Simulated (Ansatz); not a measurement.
Born–Oppenheimer molecular dynamics of a periodic cell of 16 atoms, WC (surface WC(100)). It starts from a relaxed structure.

These are results of DFT LDA, scalar-relativistic, plane waves, PAW (Ansatz 0.2.0), not measurements. Settings: accuracy low, PAW set soft_1, cutoff 420 eV, k mesh 2x2x1, fermi-dirac smearing 0.1 eV, no spin polarisation.

```json
{
 "ensemble": "NVE (velocity Verlet)",
 "time step": "1 fs",
 "steps asked": "200",
 "starting velocities drawn for": "1000 K",
 "atoms held": "1, 5, 9, 13",
 "seed": "449896"
}
```

Frames 1 fs apart, positions in Å, forces in eV/Å.

Velocities at 120 fs (Å/ps):

```
W 0.00 0.00 0.00
C -24.89 -3.47 0.21
W 0.27 2.49 0.36
C -48.35 8.09 10.64
W 0.00 0.00 0.00
C 0.44 1.86 27.42
W 1.06 -2.17 -0.74
C -3.39 -5.52 19.62
W 0.00 0.00 0.00
C -10.65 10.18 6.13
W -1.35 0.70 -2.02
C -5.57 16.73 28.43
W 0.00 0.00 0.00
C 14.60 -5.44 19.56
W 4.71 -0.28 -1.60
C -26.48 -0.85 10.84
```

```xyz
16
Lattice="5.7298 0.0000 0.0000 0.0000 5.6193 0.0000 0.0000 0.0000 15.1351" Properties=species:S:1:pos:R:3:forces:R:3 time_fs=120 energy_less_start_eV=-3.507 T=3139
W 0.000 0.000 1.000 -0.21 -2.18 0.46
C 2.906 1.429 2.415 -0.44 -0.05 0.75
W 1.378 0.063 3.496 0.17 -1.81 1.70
C 3.023 1.494 4.247 -4.92 -0.62 0.69
W 0.000 2.810 1.000 0.11 1.62 1.29
C 3.188 4.368 2.603 -3.09 -2.84 -2.17
W 1.239 2.639 3.619 2.53 1.87 0.94
C -0.222 4.147 4.143 2.75 1.78 0.27
W 2.865 0.000 1.000 0.47 -0.31 1.58
C 6.042 1.371 2.274 -1.23 0.98 0.36
W 4.245 0.121 3.595 2.93 -2.02 0.16
C 5.601 1.361 4.492 2.52 -0.18 -0.70
W 2.865 2.810 1.000 0.66 1.39 1.54
C 5.959 4.194 2.693 -1.24 0.09 -3.39
W 4.327 2.669 3.531 -0.08 4.53 -1.81
C 2.863 4.385 4.218 -0.80 -2.33 -1.80
16
Lattice="5.7298 0.0000 0.0000 0.0000 5.6193 0.0000 0.0000 0.0000 15.1351" Properties=species:S:1:pos:R:3:forces:R:3 time_fs=121 energy_less_start_eV=-3.577 T=3167
W 0.000 0.000 1.000 -0.21 -2.10 0.52
C 2.881 1.426 2.415 -0.23 0.10 0.84
W 1.378 0.066 3.496 0.04 -1.64 1.84
C 2.973 1.502 4.258 -3.59 -0.69 0.05
W 0.000 2.810 1.000 0.05 1.74 1.23
C 3.188 4.369 2.629 -3.17 -2.89 -2.41
W 1.240 2.637 3.619 2.48 1.91 1.21
C -0.224 4.143 4.162 2.64 1.88 0.14
W 2.865 0.000 1.000 0.46 -0.36 1.69
C 6.031 1.381 2.281 -1.39 0.70 0.40
W 4.244 0.122 3.593 2.57 -1.59 0.76
C 5.596 1.378 4.520 2.37 -0.41 -0.94
W 2.865 2.810 1.000 0.65 1.30 1.53
C 5.973 4.188 2.711 -1.49 0.17 -3.51
W 4.332 2.669 3.530 -0.79 4.04 -1.48
C 2.836 4.383 4.228 -0.39 -2.15 -1.85
16
Lattice="5.7298 0.0000 0.0000 0.0000 5.6193 0.0000 0.0000 0.0000 15.1351" Properties=species:S:1:pos:R:3:forces:R:3 time_fs=122 energy_less_start_eV=-3.546 T=3149
W 0.000 0.000 1.000 -0.21 -2.02 0.61
C 2.856 1.422 2.417 0.05 0.25 0.89
W 1.378 0.068 3.497 -0.21 -1.51 1.95
C 2.920 1.509 4.269 -1.91 -0.80 -0.50
W 0.000 2.810 1.000 -0.01 1.87 1.18
C 3.184 4.367 2.654 -3.19 -2.88 -2.65
W 1.241 2.635 3.618 2.26 2.03 1.46
C -0.224 4.139 4.182 2.47 1.92 -0.13
W 2.865 0.000 1.000 0.46 -0.44 1.77
C 6.019 1.393 2.287 -1.48 0.34 0.43
W 4.242 0.123 3.591 2.24 -1.14 1.32
C 5.594 1.394 4.547 2.17 -0.65 -1.26
W 2.865 2.810 1.000 0.65 1.23 1.53
C 5.986 4.183 2.727 -1.88 0.28 -3.61
W 4.336 2.669 3.528 -1.47 3.52 -1.11
C 2.809 4.379 4.237 0.13 -2.01 -1.85
16
Lattice="5.7298 0.0000 0.0000 0.0000 5.6193 0.0000 0.0000 0.0000 15.1351" Properties=species:S:1:pos:R:3:forces:R:3 time_fs=123 energy_less_start_eV=-3.438 T=3087
W 0.000 0.000 1.000 -0.11 -1.87 0.79
C 2.830 1.419 2.418 0.22 0.32 0.80
W 1.378 0.070 3.497 -0.38 -1.35 1.95
C 2.865 1.516 4.279 -0.79 -0.95 -0.74
W 0.000 2.810 1.000 -0.01 1.91 1.15
C 3.178 4.363 2.676 -3.24 -2.83 -2.77
W 1.243 2.633 3.617 2.11 2.13 1.65
C -0.223 4.138 4.202 2.30 2.01 -0.19
W 2.865 0.000 1.000 0.36 -0.46 1.86
C 6.005 1.404 2.294 -1.65 0.02 0.40
W 4.241 0.123 3.590 2.04 -0.98 1.72
C 5.593 1.410 4.574 2.06 -0.83 -1.46
W 2.865 2.810 1.000 0.61 1.13 1.48
C 5.997 4.178 2.739 -2.19 0.42 -3.88
W 4.341 2.669 3.526 -1.93 3.25 -0.87
C 2.782 4.374 4.244 0.54 -1.89 -1.91
16
Lattice="5.7298 0.0000 0.0000 0.0000 5.6193 0.0000 0.0000 0.0000 15.1351" Properties=species:S:1:pos:R:3:forces:R:3 time_fs=124 energy_less_start_eV=-3.287 T=2984
W 0.000 0.000 1.000 -0.15 -1.79 0.84
C 2.805 1.416 2.421 0.52 0.45 0.81
W 1.379 0.073 3.498 -0.66 -1.28 1.99
C 2.809 1.522 4.289 0.84 -1.18 -0.96
W 0.000 2.810 1.000 -0.07 2.04 1.06
C 3.170 4.357 2.697 -3.15 -2.68 -2.85
W 1.244 2.631 3.617 1.69 2.40 1.81
C -0.219 4.137 4.221 2.10 1.96 -0.54
W 2.865 0.000 1.000 0.39 -0.53 1.92
C 5.990 1.415 2.301 -1.72 -0.34 0.46
W 4.240 0.123 3.588 1.77 -0.69 2.03
C 5.593 1.425 4.599 1.80 -1.00 -1.75
W 2.865 2.810 1.000 0.60 1.05 1.49
C 6.007 4.173 2.748 -2.61 0.51 -3.89
W 4.345 2.670 3.524 -2.36 2.84 -0.56
C 2.755 4.367 4.250 1.01 -1.77 -1.86
16
Lattice="5.7298 0.0000 0.0000 0.0000 5.6193 0.0000 0.0000 0.0000 15.1351" Properties=species:S:1:pos:R:3:forces:R:3 time_fs=125 energy_less_start_eV=-3.058 T=2837
W 0.000 0.000 1.000 -0.12 -1.67 0.95
C 2.781 1.413 2.424 0.78 0.52 0.70
W 1.379 0.075 3.499 -0.92 -1.27 1.95
C 2.755 1.527 4.299 2.23 -1.45 -0.95
W 0.000 2.810 1.000 -0.09 2.12 0.98
C 3.159 4.349 2.715 -3.03 -2.46 -2.84
W 1.246 2.629 3.616 1.22 2.73 1.88
C -0.214 4.139 4.241 1.88 1.89 -0.80
W 2.865 0.000 1.000 0.35 -0.56 2.00
C 5.974 1.427 2.309 -1.80 -0.68 0.46
W 4.240 0.124 3.586 1.57 -0.57 2.22
C 5.596 1.440 4.623 1.56 -1.12 -1.96
W 2.865 2.810 1.000 0.57 0.96 1.48
C 6.014 4.169 2.755 -2.93 0.62 -3.94
W 4.350 2.670 3.522 -2.63 2.57 -0.30
C 2.730 4.359 4.254 1.44 -1.63 -1.84
16
Lattice="5.7298 0.0000 0.0000 0.0000 5.6193 0.0000 0.0000 0.0000 15.1351" Properties=species:S:1:pos:R:3:forces:R:3 time_fs=126 energy_less_start_eV=-2.785 T=2665
W 0.000 0.000 1.000 -0.13 -1.58 1.04
C 2.757 1.411 2.428 0.95 0.63 0.64
W 1.379 0.077 3.500 -1.25 -1.20 1.89
C 2.702 1.531 4.307 3.38 -1.68 -0.75
W 0.000 2.810 1.000 -0.10 2.19 0.93
C 3.145 4.338 2.730 -2.85 -2.27 -2.77
W 1.247 2.628 3.616 0.73 3.05 1.84
C -0.207 4.142 4.259 1.67 1.83 -1.09
W 2.865 0.000 1.000 0.32 -0.62 2.01
C 5.957 1.437 2.317 -1.90 -0.97 0.55
W 4.239 0.124 3.584 1.50 -0.55 2.26
C 5.599 1.453 4.645 1.42 -1.27 -2.11
W 2.865 2.810 1.000 0.50 0.91 1.52
C 6.019 4.165 2.758 -3.33 0.71 -3.98
W 4.354 2.671 3.521 -2.77 2.44 -0.16
C 2.705 4.350 4.256 1.79 -1.65 -1.79
16
Lattice="5.7298 0.0000 0.0000 0.0000 5.6193 0.0000 0.0000 0.0000 15.1351" Properties=species:S:1:pos:R:3:forces:R:3 time_fs=127 energy_less_start_eV=-2.477 T=2475
W 0.000 0.000 1.000 -0.11 -1.45 1.14
C 2.733 1.410 2.432 1.31 0.61 0.38
W 1.379 0.079 3.501 -1.43 -1.47 1.77
C 2.652 1.533 4.315 4.81 -2.10 -0.44
W 0.000 2.810 1.000 -0.12 2.24 0.78
C 3.130 4.326 2.744 -2.65 -1.86 -2.68
W 1.249 2.627 3.616 0.05 3.67 1.79
C -0.199 4.146 4.277 1.41 1.65 -1.35
W 2.865 0.000 1.000 0.25 -0.61 2.14
C 5.937 1.447 2.325 -1.94 -1.31 0.45
W 4.238 0.125 3.583 1.22 -0.54 2.28
C 5.604 1.465 4.665 1.06 -1.28 -2.26
W 2.865 2.810 1.000 0.47 0.80 1.53
C 6.022 4.162 2.758 -3.46 0.81 -3.90
W 4.358 2.672 3.519 -2.88 2.24 0.13
C 2.682 4.339 4.257 2.15 -1.35 -1.78
16
Lattice="5.7298 0.0000 0.0000 0.0000 5.6193 0.0000 0.0000 0.0000 15.1351" Properties=species:S:1:pos:R:3:forces:R:3 time_fs=128 energy_less_start_eV=-2.197 T=2279
W 0.000 0.000 1.000 -0.14 -1.37 1.23
C 2.711 1.409 2.437 1.49 0.68 0.28
W 1.379 0.081 3.502 -1.78 -1.50 1.68
C 2.605 1.534 4.322 5.78 -2.37 -0.03
W 0.000 2.810 1.000 -0.12 2.29 0.75
C 3.112 4.312 2.755 -2.38 -1.61 -2.57
W 1.251 2.625 3.616 -0.54 4.09 1.58
C -0.189 4.152 4.293 1.18 1.55 -1.67
W 2.865 0.000 1.000 0.21 -0.66 2.16
C 5.917 1.456 2.334 -1.96 -1.53 0.54
W 4.238 0.125 3.582 1.22 -0.64 2.19
C 5.609 1.477 4.684 0.94 -1.42 -2.36
W 2.865 2.810 1.000 0.39 0.77 1.60
C 6.022 4.160 2.754 -3.76 0.87 -3.83
W 4.362 2.673 3.517 -2.88 2.23 0.24
C 2.660 4.328 4.257 2.44 -1.39 -1.72
16
Lattice="5.7298 0.0000 0.0000 0.0000 5.6193 0.0000 0.0000 0.0000 15.1351" Properties=species:S:1:pos:R:3:forces:R:3 time_fs=129 energy_less_start_eV=-1.921 T=2101
W 0.000 0.000 1.000 -0.18 -1.29 1.29
C 2.690 1.408 2.442 1.69 0.67 0.04
W 1.379 0.083 3.503 -2.00 -1.77 1.50
C 2.564 1.532 4.330 6.69 -2.70 0.52
W 0.000 2.810 1.000 -0.14 2.32 0.66
C 3.092 4.298 2.764 -2.18 -1.28 -2.51
W 1.252 2.624 3.616 -1.18 4.68 1.35
C -0.179 4.159 4.309 0.97 1.40 -1.86
W 2.865 0.000 1.000 0.17 -0.66 2.20
C 5.894 1.463 2.344 -2.04 -1.76 0.58
W 4.237 0.125 3.580 1.16 -0.72 2.07
C 5.615 1.487 4.701 0.68 -1.43 -2.42
W 2.865 2.810 1.000 0.33 0.72 1.63
C 6.019 4.158 2.748 -3.88 0.93 -3.75
W 4.366 2.674 3.515 -2.77 2.19 0.35
C 2.641 4.315 4.256 2.58 -1.28 -1.68
16
Lattice="5.7298 0.0000 0.0000 0.0000 5.6193 0.0000 0.0000 0.0000 15.1351" Properties=species:S:1:pos:R:3:forces:R:3 time_fs=130 energy_less_start_eV=-1.672 T=1947
W 0.000 0.000 1.000 -0.19 -1.21 1.38
C 2.671 1.408 2.446 2.00 0.68 -0.17
W 1.379 0.084 3.505 -2.27 -2.08 1.36
C 2.527 1.529 4.338 7.66 -2.99 0.95
W 0.000 2.810 1.000 -0.11 2.32 0.61
C 3.070 4.282 2.772 -1.77 -0.91 -2.40
W 1.254 2.624 3.616 -1.77 5.26 1.09
C -0.168 4.167 4.322 0.62 1.23 -2.25
W 2.865 0.000 1.000 0.09 -0.65 2.29
C 5.871 1.470 2.353 -1.86 -2.00 0.47
W 4.237 0.126 3.579 1.00 -0.91 1.95
C 5.622 1.496 4.716 0.47 -1.54 -2.50
W 2.865 2.810 1.000 0.25 0.66 1.72
C 6.012 4.157 2.739 -3.94 0.97 -3.50
W 4.369 2.675 3.513 -2.81 2.29 0.54
C 2.623 4.301 4.253 2.94 -1.11 -1.59
16
Lattice="5.7298 0.0000 0.0000 0.0000 5.6193 0.0000 0.0000 0.0000 15.1351" Properties=species:S:1:pos:R:3:forces:R:3 time_fs=131 energy_less_start_eV=-1.522 T=1834
W 0.000 0.000 1.000 -0.25 -1.18 1.43
C 2.653 1.408 2.451 2.15 0.62 -0.38
W 1.379 0.086 3.506 -2.44 -2.29 1.24
C 2.497 1.524 4.346 8.00 -3.13 1.39
W 0.000 2.810 1.000 -0.16 2.32 0.60
C 3.047 4.265 2.777 -1.57 -0.60 -2.34
W 1.256 2.623 3.616 -2.23 5.63 0.85
C -0.156 4.176 4.334 0.51 1.07 -2.33
W 2.865 0.000 1.000 0.07 -0.66 2.33
C 5.845 1.474 2.363 -1.92 -2.08 0.55
W 4.236 0.126 3.578 0.97 -0.98 1.80
C 5.629 1.504 4.729 0.27 -1.53 -2.49
W 2.865 2.810 1.000 0.21 0.66 1.76
C 6.003 4.156 2.727 -3.90 0.94 -3.34
W 4.373 2.676 3.511 -2.59 2.25 0.61
C 2.608 4.286 4.248 2.88 -1.02 -1.60
```

Of the whole run (200 fs, mean temperature of the second half 2912 K): The conserved energy wandered by up to 28.1 meV per atom (net -28.1 meV per atom), which is poor conservation. The kinetic energy rose, since the run started high on the potential surface and went downhill. A run of 0.2 ps of so small a system gives no equilibrium averages. The SCF threshold is loose, so the forces are noisy. Limits of this set-up: coarse k mesh, thin slab, slab without dipole correction, PAW files made for another functional, low accuracy level.

Time of the run: 12 min on 1 thread of Arm Neoverse V2, on a shared host, peak memory 0.73 GiB.
